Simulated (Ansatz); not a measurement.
Consider a test of the smearing width of MgCd₃, space group I4/mmm (the Python package of Ansatz (0.2.0)).

The script reads `mgcd3.cif`:
```cif
data_MgCd3
_cell_length_a 5.394860
_cell_length_b 5.394860
_cell_length_c 5.394860
_cell_angle_alpha 131.95698
_cell_angle_beta 131.95698
_cell_angle_gamma 70.29697
_symmetry_space_group_name_H-M 'P 1'
_symmetry_Int_Tables_number 1
loop_
_symmetry_equiv_pos_as_xyz
'x, y, z'
loop_
_atom_site_label
_atom_site_type_symbol
_atom_site_fract_x
_atom_site_fract_y
_atom_site_fract_z
Mg1 Mg    0.000000    0.000000    0.000000
Cd2 Cd    0.500000    0.500000    0.000000
Cd3 Cd    0.250000    0.750000    0.500000
Cd4 Cd    0.750000    0.250000    0.500000
```

Script `smear_mgcd3.py`:
```python
'''Smearing width test for MgCd3.'''

import ansatz as az
from ase.io import read
from tabulate import tabulate

MESH = (8, 8, 8)
FUNCTIONAL = 'pbesol'

atoms = read('mgcd3.cif')
structure = az.Crystal.from_ase(atoms)

calculation = structure.calculation().kpoints(mesh=MESH).pseudopotentials('paw').functional(FUNCTIONAL)

rows = []
for value in [0.3, 0.2, 0.1, 0.05]:
    data = calculation.occupations('methfessel_paxton', width=value).run().report
    rows.append((value, data['free_energy_ev'] / len(data['lattice']['sites']), data['n_iterations'], data['n_kpoints']))

print(tabulate(rows, headers=['width (eV)', 'F/atom (eV)', 'iterations', 'k-points'], floatfmt='.4f', tablefmt='github'))

# the last row is the reference
for row in rows[:-1]:
    shift = 1000 * (row[1] - rows[-1][1])
    print(f'{row[0]}: {shift:+.2f} meV/atom' + ('  (within 1 meV)' if abs(shift) < 1 else ''))
```

How much does the free energy per atom change between the narrowest and the widest smearing, and why?

Going from 0.05 to 0.3 eV changes F by -0.8 meV an atom. This scheme is built to cancel the term in the square of the width, so the shifts stay small and are partly the mesh's error.

The output:

```console
$ python smear_mgcd3.py
DeckWarning: basis.ecutwfc = 420 eV, auto-derived from the records' recommended cutoffs: set by Mg (normal level)
|   width (eV) |   F/atom (eV) |   iterations |   k-points |
|--------------|---------------|--------------|------------|
|       0.3000 |    -6616.1230 |            7 |         59 |
|       0.2000 |    -6616.1228 |            7 |         59 |
|       0.1000 |    -6616.1223 |            7 |         59 |
|       0.0500 |    -6616.1222 |            7 |         59 |
0.3: -0.85 meV/atom  (within 1 meV)
0.2: -0.65 meV/atom  (within 1 meV)
0.1: -0.18 meV/atom  (within 1 meV)
```
(Warnings from the package without file and line.)

Reading the output:
- The narrowest width needs the finest mesh, so the last row is no converged reference.
- This cell is a computed structure, which may not be the phase found in nature.
- Finished in 24 s on 1 thread of Arm Neoverse V2, on a shared host, peak memory 0.54 GiB.
